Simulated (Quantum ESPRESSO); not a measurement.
CsPbBr3 under changes of volume

One of the cells (40.452 Å³/atom); the others are scaled copies at fixed shape and fractional positions:

```
Pb Cs Br
1.0
     5.87000    0.00000    0.00000
     0.00000    5.87000    0.00000
     0.00000    0.00000    5.87000
Pb Cs Br
1 1 3
Direct
  0.50000 0.50000 0.50000
  0.00000 0.00000 0.00000
  0.50000 0.50000 0.00000
  0.50000 0.00000 0.50000
  0.00000 0.50000 0.50000
```

Measurements of this composition are mostly on another form, of space group No. 62.

```yaml
Program: Quantum ESPRESSO 7.5
Functional: PBE
Potentials_or_basis: SSSP 1.3 efficiency PBE
Cutoff: 748 eV
Density_cutoff: 5987 eV
k_mesh: 5 × 5 × 5
Occupations: fermi-dirac, width 0.05 eV
Spin: no spin polarisation
```

| volume (Å³/atom) | energy over the lowest point (meV/atom) | pressure (GPa) | gap on the mesh (eV) |
| --- | --- | --- | --- |
| 38.025 | 45.49 | 3.2 | 2.54 |
| 38.834 | 31.09 | 2.5 | 2.58 |
| 39.643 | 19.81 | 1.9 | 2.62 |
| 40.452 | ? | ? | ? |
| 41.261 | 5.37 | 0.9 | 2.68 |
| 42.070 | 1.67 | 0.5 | 2.71 |
| 42.880 | 0.00 | 0.1 | 2.74 |

**Question.** What does the run at 40.452 Å³/atom give?

**Answer.** Energy over the lowest point 11.34 meV/atom; pressure 1.4 GPa; gap on the mesh 2.65 eV.

Worked out: A Birch-Murnaghan fit of order 3 (a polynomial in V^(-2/3)) to the other rows has its minimum at 43.21 Å³/atom, just outside them, with B0 = V·E''(V) = 18.5 GPa and B' = 4.6. It gives 11.33 meV/atom at 40.452 Å³/atom, against the run's 11.34, and -dE/dV = 1.4 GPa, against 1.4. A straight line through the other rows of the gap, of slope 1.64 eV per unit of ln V (its deformation potential), gives 2.65 eV, against the run's 2.65.

Energies are extrapolated to zero smearing.

Caveats: spin-orbit coupling is left out, which as a rule narrows the gap of such compounds by several tenths of an eV; an odd mesh through Γ misses points on the zone boundary, where band edges often lie.
